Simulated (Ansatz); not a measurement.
# AlAsH3+ (singlet): from Hartree-Fock to the top rungs, cc-pVDZ

An exercise on one series of results from a longer session: the logs are not shown, and one member is left open.

Method: cc-pVDZ, core rule «outside noble gas», up to 19 orbitals frozen; program: Ansatz 0.2.0, Gaussian basis.

To be run: UHF; CCSD(T) on RHF; CCSD(T) on UHF; BCCD(T) on RHF; CISD; CCSDT(Q) on RHF; CCSDT(Q) on UHF.

24 further runs of the same task are left out: 3 for a known fault of the program, 9 that didn't finish, 12 set aside as unsound or not needed.

### What is computed

The geometry is a PBE0/def2-TZVP stationary point (not a proven minimum) of the parent state, kept for this charge and spin. No spin-orbit coupling is included. The filled d shell of As may be among the frozen orbitals whatever the setting's name suggests; the logs give the count.

5 atoms, charge 1, spin multiplicity 1.

Atoms are counted from 1 here; the program's logs count them from 0.

Bond lengths: Al1–As2 2.440 Å, Al1–H3 1.587 Å, Al1–H4 1.587 Å, As2–H5 1.528 Å. Angles: As2–Al1–H3 121.9°, As2–Al1–H4 117.9°, H3–Al1–H4 120.2°, Al1–As2–H5 91.0°.

Geometry (Å):

```xyz
5

Al    0.0000    0.0205    1.7508
As    0.0000   -0.0278   -0.6888
H     0.0000    1.3838    2.5631
H     0.0000   -1.3678    2.5199
H     0.0000    1.4995   -0.7468
```

Set-up of the first run:

Contents of in.yaml:

```yaml
crystal:
  periodic: [false, false, false]
  atoms:
    - {symbol: Al, position_ang: [0.000000, 0.020463, 1.750773]}
    - {symbol: As, position_ang: [0.000000, -0.027757, -0.688843]}
    - {symbol: H, position_ang: [0.000000, 1.383794, 2.563130]}
    - {symbol: H, position_ang: [0.000000, -1.367803, 2.519896]}
    - {symbol: H, position_ang: [0.000000, 1.499472, -0.746751]}
basis:
  gaussian: {orbitals: cc-pVDZ}
total_charge: 1
magnetization: {spin_polarized: true, initial_magnetization: 0}
hamiltonian: {xc: hf}
output: {orbitals: {seedname: orbitals}}
```

Command:

```
$ ansatz run in.yaml --threads 1 --pin off --events-out ev --progress --plain --max-ram 2393MiB
```

Steps of the session up to this table: UHF; CCSD(T) on RHF; CCSD(T) on UHF; BCCD(T) on RHF; CISD; CCSDT(Q) on RHF; CCSDT(Q) on UHF.

One of the session's tables, all rows but one given; the rest of the session is left out.

| method | from RCCSDT(Q) (meV) |
| --- | --- |
| RHF | +5150.3 |
| UHF | +4775.8 |
| RMP2 | +1266.0 |
| UMP2 | +1195.1 |
| CISD | +537.4 |
| RCCSD | +137.5 |
| UCCSD | +99.7 |
| RCCSD(T) | ? |
| UCCSD(T) | +3.3 |
| BCCD(T) | +33.2 |
| RCCSDT | +6.5 |
| UCCSDT | -53.5 |
| RCCSDT(Q) | 0 |
| UCCSDT(Q) | -77.1 |

**Question.** Estimate the row for RCCSD(T).

As computed: from RCCSDT(Q) (meV): +33.4. In the column «from RCCSDT(Q) (meV)» it lies between BCCD(T) (+33.2) and UCCSD (+99.7).

The program flags UCCSDT(Q) as in doubt (see the logs), so those rows may rest on another solution; read them beside their warnings.

Caveats from the session: The determinant is far from a pure spin state, so its energy mixes those of several spin states (harmless only where they are near-degenerate, as at dissociation). The program flags UCCSDT(Q) as in doubt, so those rows may rest on another solution; read them beside their warnings. Warnings: restricted reference is unstable; spin contamination. Restricted and unrestricted rows rest on different reference determinants; where their highest levels disagree by more than a few hundredths of an eV, they describe different states and don't form one ladder.
